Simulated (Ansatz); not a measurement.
# LaSi2Pt2: the cost of one run

Method: reference: DFT r2SCAN, plane waves, PAW, scalar-relativistic, no spin polarisation, in Ansatz 0.2.0.

The COD entry's cell or inner coordinates are ideal or old and differ from later refinements, so a difference from it is no clean test against experiment.

### 1 Starting point

The structure is tetragonal, space group I4/mmm (No. 139). The conventional cell has a = 4.273 Å, b = 4.273 Å, c = 9.795 Å, α = 90.00°, β = 90.00°, γ = 90.00°. Si (site symmetry 4mm) is surrounded by 1 Si at 2.45 Å and 4 Pt at 2.46 Å and 4 La at 3.26 Å. Pt (site symmetry -4m2) is surrounded by 4 Si at 2.46 Å. Around La (site symmetry 4/mmm) lie 8 Pt at 3.25 Å and 10 Si at 3.26 to 3.67 Å.

Coordinates:

```cif
data_structure
_symmetry_space_group_name_H-M 'P 1'
_symmetry_Int_Tables_number 1
_cell_length_a 4.2727
_cell_length_b 4.2727
_cell_length_c 5.7545
_cell_angle_alpha 68.207
_cell_angle_beta 68.207
_cell_angle_gamma 90.000
_cell_volume 89.41
loop_
_atom_site_label
_atom_site_type_symbol
_atom_site_fract_x
_atom_site_fract_y
_atom_site_fract_z
_atom_site_occupancy
Si1 Si 0.37500 0.37500 0.25000 1
Si2 Si 0.62500 0.62500 0.75000 1
Pt1 Pt 0.75000 0.25000 0.50000 1
Pt2 Pt 0.25000 0.75000 0.50000 1
La1 La 0.00000 0.00000 0.00000 1
```

### 2 Reference

Input file input.yaml:

```yaml
crystal:
  lattice:
    - [0.0, 4.272668, 0.0]
    - [4.272668, 0.0, 0.0]
    - [2.136334, 2.136334, -4.897557]
  atoms:
    - { symbol: Si, position: [0.375, 0.375, 0.25] }
    - { symbol: Si, position: [0.625, 0.625, 0.75] }
    - { symbol: Pt, position: [0.75, 0.25, 0.5] }
    - { symbol: Pt, position: [0.25, 0.75, 0.5] }
    - { symbol: La, position: [0.0, 0.0, 0.0] }
  symmetry: { tolerance: 0.0003 }
kpoints:
  mp_grid: { grid: [5, 5, 5], shift: [0, 0, 0] }
magnetization:
  spin_polarized: false
scf:
  occupations: { method: cold, width: 0.0565 }
hamiltonian:
  pseudopotentials: { kind: paw }
  xc: r2scan
basis:
  ecutwfc: 500
output:
  forces: true
  stress: true
  eigenvalues: true
  write_density: true
  write_potential: true
  elf: true
  volumetric_format: npy
```

Launch:

```bash
$ ansatz run input.yaml --threads 1 --pin off --max-ram 2560MiB --backend cpu --events-out ev --progress --plain --runs-dir out
```

What time and memory should one allow on 1 thread of Arm Neoverse V1, shared host?

About 12 s, with a peak of 0.58 GiB.
